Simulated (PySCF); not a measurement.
# Ways to converge the SCF of ZnBr⁺

The same problem is solved with other solver options, one edit a run.

Computed with PySCF 2.14.0. Level: each script names its method and basis.

4 further runs of the same task are left out: 4 that didn't finish.

## Step 1: Starting geometry

ZnBr⁺: 2 atoms, charge 1, spin multiplicity 1.

Bond lengths: Zn1–Br2 2.237 Å.

## Step 2: Base script

The input, input.py:

```python
from pyscf import gto, scf

mol = gto.M(
    atom='Zn 0 0 0; Br 0 0 2.237',
    basis='lanl2dz',
    ecp={'Zn': 'lanl2dz', 'Br': 'lanl2dz'},
    charge=1,
    spin=0,
    verbose=3,
)
mf = scf.RHF(mol)
mf.kernel()
mf.dip_moment()
print('orbital energies (hartree):', mf.mo_energy[..., max(0, mol.nelec[1]-3):mol.nelec[0]+3].round(4))
```

Launch:

```sh
OMP_NUM_THREADS=1 python input.py
```

The log of this run is left out.

In short: E(SCF) = -76.178189 Eh.

The bond length is a typed value, not an optimised one. The dipole of an ion depends on the origin.

## Step 3: Second-order solver on

Run 1 changes second-order solver: off → on.

The input, input.py:

```python
from pyscf import gto, scf

mol = gto.M(
    atom='Zn 0 0 0; Br 0 0 2.237',
    basis='lanl2dz',
    ecp={'Zn': 'lanl2dz', 'Br': 'lanl2dz'},
    charge=1,
    spin=0,
    verbose=3,
)
mf = scf.RHF(mol)
mf = mf.newton()
mf.kernel()
mf.dip_moment()
print('orbital energies (hartree):', mf.mo_energy[..., max(0, mol.nelec[1]-3):mol.nelec[0]+3].round(4))
```

Launch:

```sh
OMP_NUM_THREADS=1 python input.py
```

## Step 4: Convergence threshold 1e-07 hartree

Run 2 changes convergence threshold: default → 1e-07 hartree.

input.py, as its differences from that of step 2:

```diff
@@ -11,2 +11,3 @@
 mf = scf.RHF(mol)
+mf.conv_tol = 1e-07
 mf.kernel()
```

## Step 5: Point-group symmetry on

Run 3 changes point-group symmetry: off → on.

input.py, as its differences from that of step 2:

```diff
@@ -8,2 +8,3 @@
     spin=0,
+    symmetry=True,
     verbose=3,
```

**Question.** What will these runs give? Wanted: for each run, E(SCF); from base.

**Answer**, as computed:

```csv
run,E(SCF) (hartree),from base (eV)
base,-76.178189,0
second-order solver on,-76.178189,0.0000
convergence threshold 1e-07 hartree,-76.178189,0.0000
point-group symmetry on,-76.178189,0.0000
```

**Reading.** The SCF energy stays the same, to the digits that matter, with second-order solver on or convergence threshold 1e-07 hartree or point-group symmetry on.
